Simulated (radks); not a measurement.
# Valence configurations of Al⁺

One table from this session's results is given with a row withheld; the runs are named, their logs left out.

The numbers are computed with radks (a radial shooting solver on a logarithmic mesh, Libxc functionals) version 1 (non-relativistic Kohn-Sham, PBE, spin-polarised, spherical densities, point nucleus; open shells are filled with parallel spins first), except any that are marked as measured or tabulated.

## Starting point

* element: aluminium (Z = 13)
* charge: +1
* electrons: 12
* configuration: [Ne] 3s2
* others tried: 3s1 3p1; 3p2; 3s1.5 3p0.5; 3s0.5 3p1.5

Outer shells as boxes (Hund's rule):

Al⁺
```
[Ne] core
3s [↑↓]
```

Set-up of the first run:

Settings of this run:

```text
Z 13
configuration [Ne] 3s2
relativity non-relativistic
functional pbe,pbe
spin polarised
nucleus point
```

Steps of the session up to this table: [Ne] 3s2.

One table of the session follows, with a row left open; its other results are not shown here.

It belongs to the step «[Ne] 3s2». Radial moments (bohr):

```
level     <r>  outermost maximum (interpolated)  90 % within  nodes
   1s  0.1205                            0.0787        0.215      0
   2s       ?                                 ?            ?      ?
   2p  0.6034                             0.429         1.02      0
   3s   2.381                              2.02         3.59      2
```

Q: Estimate the row for 2s from the others.

As computed: <r>: 0.6276; outermost maximum (interpolated): 0.498; 90 % within: 0.993; nodes: 1. In the column «<r>» it lies between 2p (0.6034) and 3s (2.381).
